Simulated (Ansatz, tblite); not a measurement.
**The cluster Si₄Ge−: a ladder of methods and basis sets**

Aim: run the doublet of the cluster Si₄Ge− at one geometry on many levels, and compare frontier levels, spin and run time.

Computed with Ansatz 0.2.0, Gaussian basis. Level: as each input shows.

The runs, in order: GFN2-xTB, PBE-D4/def2-TZVPD, r2SCAN-D4/def2-TZVPD, r2SCAN0-D4/def2-TZVPD, B3LYP-D4/def2-TZVPD, HF/def2-TZVPD, HF/STO-3G, CCSD(T)/def2-SVPD, MP2/def2-TZVPD.

2 further runs of the same task are left out: 2 set aside as unsound or not needed.

## Step 1: The structure

The geometry is that of the doublet, from an earlier relaxation (B3LYP-D4/def2-SVPD). At that level it is the lowest of the isomers that a small search found.

5 atoms, charge -1, spin multiplicity 2.

Bond lengths: Si1–Si4 2.350 Å, Si1–Ge5 2.437 Å, Si2–Si4 2.350 Å, Si2–Ge5 2.437 Å, Si3–Si4 2.350 Å, Si3–Ge5 2.437 Å. Angles: Si4–Si1–Ge5 94.7°, Si4–Si2–Ge5 94.7°, Si4–Si3–Ge5 94.7°, Si1–Si4–Si2 73.3°, Si1–Si4–Si3 73.3°, Si2–Si4–Si3 73.3°, Si1–Ge5–Si2 70.3°, Si1–Ge5–Si3 70.3°, Si2–Ge5–Si3 70.3°.

The ion is computed in the gas phase, without counter-ions or solvent.

PBE0-D4/def2-TZVPD was run before; its log isn't repeated, and its numbers join the tables.

## Step 2: GFN2-xTB

Tight binding, by tblite at 300 K electronic temperature and without a spin-polarisation term:

```python
tblite.interface.Calculator('GFN2-xTB', numbers, positions, charge=-1, uhf=1).singlepoint()
```

Energy -237.2989 eV; 0.009 s.

## Step 3: PBE-D4/def2-TZVPD

start.molden holds the orbitals of an earlier run on this state, given as this run's starting guess.

in.yaml reads:

```yaml
crystal:
  periodic: [false, false, false]
  atoms:
    - {symbol: Si, position_ang: [1.129843, -0.421869, -1.083002]}
    - {symbol: Si, position_ang: [0.020087, 1.482191, 0.655813]}
    - {symbol: Si, position_ang: [-1.189814, -1.035227, 0.374230]}
    - {symbol: Si, position_ang: [-0.971315, 0.611032, -1.288897]}
    - {symbol: Ge, position_ang: [1.011189, -0.636117, 1.341856]}
basis:
  gaussian: {orbitals: def2-TZVPD, initial_orbitals: start.molden}
total_charge: -1
magnetization: {spin_polarized: true, initial_magnetization: 1}
hamiltonian: {xc: pbe, dispersion: d4}
scf: {omitted_lower_state_checks: [starts]}
output: {forces: true, orbitals: {seedname: orbitals}}
```

Started as:

```sh
ansatz run in.yaml --threads 4 --pin off --events-out ev --progress --plain --max-ram 4787MiB
```

Further steps of the session: r2SCAN-D4/def2-TZVPD; r2SCAN0-D4/def2-TZVPD; B3LYP-D4/def2-TZVPD; HF/def2-TZVPD; HF/STO-3G; CCSD(T)/def2-SVPD; MP2/def2-TZVPD.

Q: Predict the results of all the runs planned. Wanted: gap in def2-TZVPD, named functionals and Hartree-Fock, smallest and largest; correlation energy, CCSD(T)/def2-SVPD; correlation energy, MP2/def2-TZVPD; ⟨S²⟩ in def2-TZVPD, named functionals and Hartree-Fock, smallest and largest.

The runs gave:

| quantity | value |
| --- | --- |
| gap in def2-TZVPD, named functionals and Hartree-Fock, smallest and largest | 0.77 eV (PBE-D4), 6.47 eV (HF) |
| correlation energy, CCSD(T)/def2-SVPD | -18.59 eV |
| correlation energy, MP2/def2-TZVPD | -19.81 eV |
| ⟨S²⟩ in def2-TZVPD, named functionals and Hartree-Fock, smallest and largest | 0.755, 0.801 |

Over the named functionals and Hartree-Fock in def2-TZVPD the gap runs from 0.77 eV (PBE-D4) to 6.47 eV (HF); exact exchange widens it. Over the named functionals and Hartree-Fock in def2-TZVPD spin contamination reaches 0.05 (HF), which is small.
